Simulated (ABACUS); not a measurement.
Crystal: NiMoIrPdW.

```
Ir W Pd Mo Ni
1.0
     2.76078    0.00000    0.00000
    -1.38039    2.39090    0.00000
     0.00000    0.00000   11.34051
Ir W Pd Mo Ni
1 1 1 1 1
Direct
  0.00000 0.00000 0.10604
  0.66667 0.33333 0.52921
  0.66667 0.33333 0.89901
  0.66667 0.33333 0.29425
  0.00000 0.00000 0.70917
```

The cell was built by a generator and needn't be a form met in nature.

Base run:

* Program: ABACUS 3.10.1
* Functional: BLYP
* Dispersion: D3(BJ)+ABC
* Potentials or basis: PseudoDojo NC SR 0.4.1 PBE standard
* Cutoff: 1361 eV
* Density cutoff: 5442 eV
* Basis: DZP LCAO (the cutoffs set its grid)
* k mesh: 11 × 11 × 3
* Occupations: fermi-dirac, width 0.05 eV
* Spin: collinear spin, ferromagnetic start
* Starting moments: [0.6, 0.0, 0.0, 1.0, 1.0] μB

Its results: band gap on the k mesh none (metal or under the smearing width); pressure -2.6 GPa; net moment 0.00 μB per cell; largest force 0.554 eV/Å.

**Question.** The run is repeated on the same cell with these changes: dispersion from D3(BJ)+ABC to D2. What comes out?

**Answer.** Band gap on the k mesh none (metal or under the smearing width); pressure -11.1 GPa; net moment 0.00 μB per cell; largest force 0.993 eV/Å.

Caveats: the atomic orbitals were generated for these runs and aren't a published set; this set's palladium file may shift the pressure by some GPa; the potentials were made for another functional, which shifts forces and pressure; the basis of atomic orbitals isn't converged, which shifts pressures, moduli and gaps; pairwise dispersion overbinds metals, which lowers pressure and volume.

Not every run made on this cell is shown here.
